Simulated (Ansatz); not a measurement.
# Ti4RuC: the cost of one run

Program: Ansatz 0.2.0. Level of theory: DFT PBE, scalar-relativistic, plane waves, PAW, unless a step names another level. These are calculated values, not measurements.

4 further runs of the same task are left out: 4 that didn't finish. Runs told in other sessions of the task aren't counted.

## 1. The system as given

The structure is tetragonal, space group P4/nmm (No. 129). Conventional cell: a = 3.080 Å, b = 3.080 Å, c = 17.972 Å, α = 90.00°, β = 90.00°, γ = 90.00°. Ti (site symmetry 4mm) has 4 Ru at 2.68 Å and 9 Ti at 2.85 to 3.08 Å in its first shell of neighbours. Around Ti (site symmetry 4mm) lie 1 C at 2.07 Å. Around Ti (site symmetry 4mm) lie 5 C at 2.12 to 2.18 Å. Ti (site symmetry 4mm) is surrounded by 12 Ti at 2.85 to 3.08 Å. Ru (site symmetry 4mm) is surrounded by 8 Ti at 2.62 to 2.68 Å. C (site symmetry 4mm) has 6 Ti at 2.07 to 2.18 Å in its first shell of neighbours.

Coordinates:

```xyz
12
Lattice="3.0796 0.0000 0.0000 0.0000 3.0796 0.0000 0.0000 0.0000 17.9723" Properties=species:S:1:pos:R:3 pbc="T T T"
Ti    0.0000    1.5398   11.7646
Ti    1.5398    0.0000    3.1857
Ti    1.5398    0.0000   16.9609
Ti    0.0000    1.5398   14.7867
Ti    0.0000    1.5398    1.0114
Ti    1.5398    0.0000    6.2078
Ti    1.5398    0.0000    9.9332
Ti    0.0000    1.5398    8.0391
Ru    1.5398    0.0000   13.3311
Ru    0.0000    1.5398    4.6413
C     1.5398    0.0000    1.1129
C     0.0000    1.5398   16.8594
```

It came out lowest among 26 distinct ends of the trial cells. At a tolerance of 0.05 Å it has space group P4/nmm (No. 129).

## 2. Tight relaxation for the response runs, on the response runs' mesh and smearing

File input.yaml:

```yaml
crystal:
  lattice:
    - [3.0795688119, 0.0, 0.0]
    - [0.0, 3.0795688119, 0.0]
    - [0.0, 0.0, 17.9723257276]
  atoms:
    - { symbol: Ti, position: [0.0, 0.5, 0.6545928996] }
    - { symbol: Ti, position: [0.5, 0.0, 0.1772532083] }
    - { symbol: Ti, position: [0.5, 0.0, 0.9437255314] }
    - { symbol: Ti, position: [0.0, 0.5, 0.8227467917] }
    - { symbol: Ti, position: [0.0, 0.5, 0.0562744686] }
    - { symbol: Ti, position: [0.5, 0.0, 0.3454071004] }
    - { symbol: Ti, position: [0.5, 0.0, 0.5526937051] }
    - { symbol: Ti, position: [0.0, 0.5, 0.4473062949] }
    - { symbol: Ru, position: [0.5, 0.0, 0.7417545751] }
    - { symbol: Ru, position: [0.0, 0.5, 0.2582454249] }
    - { symbol: C, position: [0.5, 0.0, 0.0619225618] }
    - { symbol: C, position: [0.0, 0.5, 0.9380774382] }
basis:
  ecutwfc: 420
kpoints:
  mp_grid: { grid: [10, 10, 2] }
hamiltonian:
  xc: pbe
scf:
  occupations: { method: gaussian, width: 0.1 }
output:
  forces: true
  stress: true
  eigenvalues: true
relax:
  adjacent_minimum: "off"
  f_tol: 0.001
  max_steps: 60
  cell: { stress_tol: 0.01 }
```

Launch:

```console
$ ansatz run input.yaml --threads 3 --pin off --max-ram 7680MiB --backend cpu --events-out ev --progress --plain --runs-dir out
```

Q: Estimate wall time and peak memory on 3 threads of AMD EPYC (Zen 3), shared host.

About 42 s, with a peak of 0.88 GiB.
